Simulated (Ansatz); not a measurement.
# SiN2H4ClF (SMILES N[Si](N)(F)Cl) at HF/6-31G(d) (spherical functions)

Aim: the energy change on altering one bond length of SiN2H4ClF at HF/6-31G* (spherical functions), from 2 runs. 

The calculation is run with Ansatz 0.2.0.

117 further runs of the same task are left out: 117 set aside as unsound or not needed.

## 1. The molecule

The species is SiN2H4ClF (9 atoms), meant as a singlet with charge 0. SMILES: `N[Si](N)(F)Cl`. The shape is that of a PBE0-D4/def2-TZVP optimisation. This is one conformer, not always the lowest.

Bond lengths: N1–Si2 1.688 Å, Si2–N3 1.684 Å, Si2–F4 1.593 Å, Si2–Cl5 2.053 Å, N1–H6 1.006 Å, N1–H7 1.007 Å, N3–H8 1.006 Å, N3–H9 1.005 Å. Some angles: N1–Si2–N3 109.6°, N1–Si2–F4 104.5°, N1–Si2–Cl5 117.1°, N3–Si2–F4 116.4°, N3–Si2–Cl5 105.5°, F4–Si2–Cl5 104.2°, Si2–N1–H6 120.4°, Si2–N1–H7 120.4°, Si2–N3–H8 121.2°, Si2–N3–H9 121.8°.

## 2. The energy at HF/6-31G(d) (spherical functions)

The input, job.yaml:

```yaml
crystal:
  periodic: [false, false, false]
  atoms:
    - symbol: "N"
      position_ang: [-1.103400, 0.512600, -0.802400]
    - symbol: Si
      position_ang: [0.413700, -0.007900, -0.276100]
    - symbol: N
      position_ang: [0.278200, -0.677900, 1.262900]
    - symbol: F
      position_ang: [0.921700, -0.982300, -1.429200]
    - symbol: Cl
      position_ang: [1.890300, 1.411100, -0.127000]
    - symbol: H
      position_ang: [-1.655800, 1.131700, -0.233100]
    - symbol: H
      position_ang: [-1.287400, 0.634500, -1.784500]
    - symbol: H
      position_ang: [-0.423900, -1.367700, 1.471900]
    - symbol: H
      position_ang: [1.055000, -0.700400, 1.900500]
basis:
  gaussian:
    orbitals: 6-31G_st_-spherical.json
hamiltonian:
  xc: hf
accuracy: high
output: {orbitals: {seedname: orbitals}}
```

The basis set 6-31G* is read from a file made from the Basis Set Exchange's data (not shown).

Started as:

```console
$ ansatz run job.yaml --threads 1 --pin off --max-ram 2610MiB --events-out events.jsonl --progress --plain --runs-dir runs
```

What it wrote:

```text
Warning: RAYON_NUM_THREADS=1 ignored (pool sized by the plan → 1); use --threads N
Functional definition: HF
  name "HF"
  exchange = exact_x
  correlation = 0
1945 factors; integrals over basis functions are off by at most 3.6e-9 eV
mean field evaluation 1: about -26098.9179 eV, gradient 4.2e1 eV
mean field evaluation 2: about -26099.0227 eV, gradient 4.2e1 eV
mean field evaluation 4: about -26102.5427 eV, gradient 2.7e0 eV
mean field evaluation 8: about -26102.5710 eV, gradient 1.8e-1 eV
mean field evaluation 16: about -26102.5710 eV, gradient 1.3e-8 eV
mean field -26102.57104628 eV, -959.2517929927 hartree, gradient 1.3e-8 eV, S^2 0.000000; 0 other end points of the search recorded, 0 dependent functions left out
reference -26102.57104628 eV, -959.2517929927 hartree; 29, 29 occupied and 57, 57 virtual orbitals, 1945 factors
Total energy: -26102.57104628 eV, -959.2517929927 hartree
```

Wall time 3.3 s (1 thread of Arm Neoverse V2, shared host); peak memory 0.26 GiB.

## 3. The distorted shape

The input, molecule.yaml:

```yaml
crystal:
  periodic: [false, false, false]
  atoms:
    - {symbol: N, position_ang: [-0.998110, 0.616045, -0.833742]}
    - {symbol: Si, position_ang: [0.518990, 0.095545, -0.307442]}
    - {symbol: N, position_ang: [0.383490, -0.574455, 1.231558]}
    - {symbol: F, position_ang: [1.026990, -0.878855, -1.460542]}
    - {symbol: Cl, position_ang: [1.995590, 1.514545, -0.158342]}
    - {symbol: H, position_ang: [-1.550510, 1.235145, -0.264442]}
    - {symbol: H, position_ang: [-1.182110, 0.737945, -1.815842]}
    - {symbol: H, position_ang: [-0.423900, -1.367700, 1.471900]}
    - {symbol: H, position_ang: [1.160290, -0.596955, 1.869158]}
basis:
  gaussian:
    orbitals: 6-31G_st_-spherical.json
magnetization:
  spin_polarized: false
output: {orbitals: {seedname: orbitals}}
hamiltonian:
  xc: hf
accuracy: high
```

The basis set 6-31G* is read from a file made from the Basis Set Exchange's data (not shown).

Started as:

```console
$ ansatz run molecule.yaml --threads 1 --pin off --max-ram 2610MiB --events-out events.jsonl --progress --plain --runs-dir runs
```

What it wrote:

```text
Warning: RAYON_NUM_THREADS=1 ignored (pool sized by the plan → 1); use --threads N
Functional definition: HF
  name "HF"
  exchange = exact_x
  correlation = 0
1947 factors; integrals over basis functions are off by at most 8.1e-9 eV
mean field evaluation 1: about -26098.4527 eV, gradient 4.1e1 eV
mean field evaluation 2: about -26098.5603 eV, gradient 4.2e1 eV
mean field evaluation 4: about -26102.0679 eV, gradient 2.7e0 eV
mean field evaluation 8: about -26102.0970 eV, gradient 1.7e-1 eV
mean field evaluation 16: about -26102.0971 eV, gradient 1.3e-8 eV
mean field -26102.09708356 eV, -959.2343751840 hartree, gradient 1.3e-8 eV, S^2 0.000000; 0 other end points of the search recorded, 0 dependent functions left out
reference -26102.09708356 eV, -959.2343751840 hartree; 29, 29 occupied and 57, 57 virtual orbitals, 1947 factors
Total energy: -26102.09708356 eV, -959.2343751840 hartree
```

Run time: 3.3 s. Hardware: 1 thread of Arm Neoverse V2, shared host; peak memory 0.26 GiB.

## 4. Results

Level: HF/6-31G* (spherical functions).

| quantity | value |
| --- | --- |
| first shape: total energy | -959.25179 Eh |
| first shape: HOMO energy | -11.54 eV |
| first shape: LUMO energy | 5.02 eV |
| first shape: HOMO–LUMO gap | 16.56 eV |
| distorted shape: total energy | -959.23438 Eh |
| distorted shape: HOMO energy | -11.52 eV |
| distorted shape: LUMO energy | 4.73 eV |
| distorted shape: HOMO–LUMO gap | 16.25 eV |
| energy change with the N3–H8 bond stretched from 1.006 to 1.157 Å | 0.474 eV |

With the N3–H8 bond stretched from 1.006 to 1.157 Å the energy rises by 0.47 eV (10.9 kcal/mol). The first shape isn't relaxed at this level, so the change isn't measured from a minimum.
